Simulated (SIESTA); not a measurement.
Crystal: MgMn2FeWO6.

```
CELL_PARAMETERS angstrom
5.40851 0.00000 0.00000
2.69500 4.75565 0.00000
2.70084 -1.38743 5.21598
ATOMIC_POSITIONS crystal
W 0.05923 0.96952 0.90874
Fe 0.90493 0.54694 0.64527
Mn 0.31820 0.34586 0.01241
Mn 0.45567 0.76332 0.31224
Mg 0.69654 0.15578 0.45050
O 0.88616 0.76607 0.16920
O 0.59016 0.34664 0.16896
O 0.17694 0.05878 0.16612
O 0.52397 0.55718 0.67005
O 0.91198 0.90750 0.65990
O 0.24615 0.19626 0.68056
```

The cell comes from a database or a generator and needn't be the stable form of this composition.

* Program: SIESTA 5.4.2
* Task: single point
* Functional: PBE
* Potentials or basis: PseudoDojo 0.4 standard (PBE files)
* Basis: DZP (energy shift 0.003 Ry; two zetas on semicore shells)
* Grid cutoff: 800 Ry
* Energy shift: 0.003 Ry
* k mesh: 7 × 6 × 5
* Occupations: fermi-dirac, width 0.05 eV
* Spin: collinear spin, ferromagnetic start
* Starting moments: [0.0, 3.0, 4.0, 4.0, 0.0, 0.0, 0.0, 0.0, 0.0, 0.0, 0.0] μB

On this cell: pressure -6.6 GPa; largest force 0.700 eV/Å; net moment 12.00 μB per cell; site moments W -1.46; Fe +3.56; Mn +4.73; Mg -0.04; O +0.05, +0.07, +0.06, +0.11, +0.09, +0.10 μB; band gap on the k mesh none (metal or under the smearing width).

The same run follows on a disturbed copy (atoms moved at random, drawn with an rms of 0.05 Å):

```
W Fe Mn Mg O
1.0
     5.40851    0.00000    0.00000
     2.69500    4.75565    0.00000
     2.70084   -1.38743    5.21598
W Fe Mn Mg O
1 1 2 1 6
Direct
  0.04740 0.97460 0.91813
  0.90233 0.54752 0.65435
  0.31284 0.34971 0.00859
  0.45358 0.77035 0.31319
  0.68877 0.15984 0.45709
  0.88926 0.76399 0.17041
  0.60002 0.33517 0.16225
  0.17461 0.06928 0.16891
  0.53724 0.55762 0.66046
  0.91012 0.91153 0.66241
  0.24637 0.18747 0.68260
```

Task: What does the disturbed cell give?

Result: The energy (extrapolated to zero smearing) moves by +8.8 meV/atom; pressure -5.7 GPa; largest force 1.380 eV/Å; net moment 12.00 μB per cell; site moments W -1.43; Fe +3.55; Mn +4.71, +4.74; Mg -0.04; O +0.05, +0.03, +0.06, +0.13, +0.09, +0.10 μB; band gap on the k mesh none (metal or under the smearing width).

Forces on the atoms (eV/Å):
```
W    0.440 -0.593 -1.166
Fe   0.241  0.174  0.071
Mn   0.253  0.148  0.496
Mn  -0.105 -0.185 -0.045
Mg   0.261 -0.154 -0.025
O   -0.118  0.283  0.085
O    0.045  0.275  0.022
O   -0.426 -0.396 -0.207
O   -0.476  0.553  0.520
O    0.058 -0.451  0.189
O   -0.173  0.342  0.061
```

Stress tensor (GPa, compression positive):
```
-6.61  0.04 -0.61
 0.04 -7.61 -0.68
-0.61 -0.68 -2.88
```

Caveats: short orbitals over semicore shells can move pressures by several GPa; the basis of atomic orbitals isn't converged, which shifts pressures, moduli and gaps; semilocal functionals often make such compounds metallic where correlation or magnetic order opens a gap, which also shifts bond lengths; only a ferromagnetic start was run, and an antiferromagnetic order may lie lower in energy.
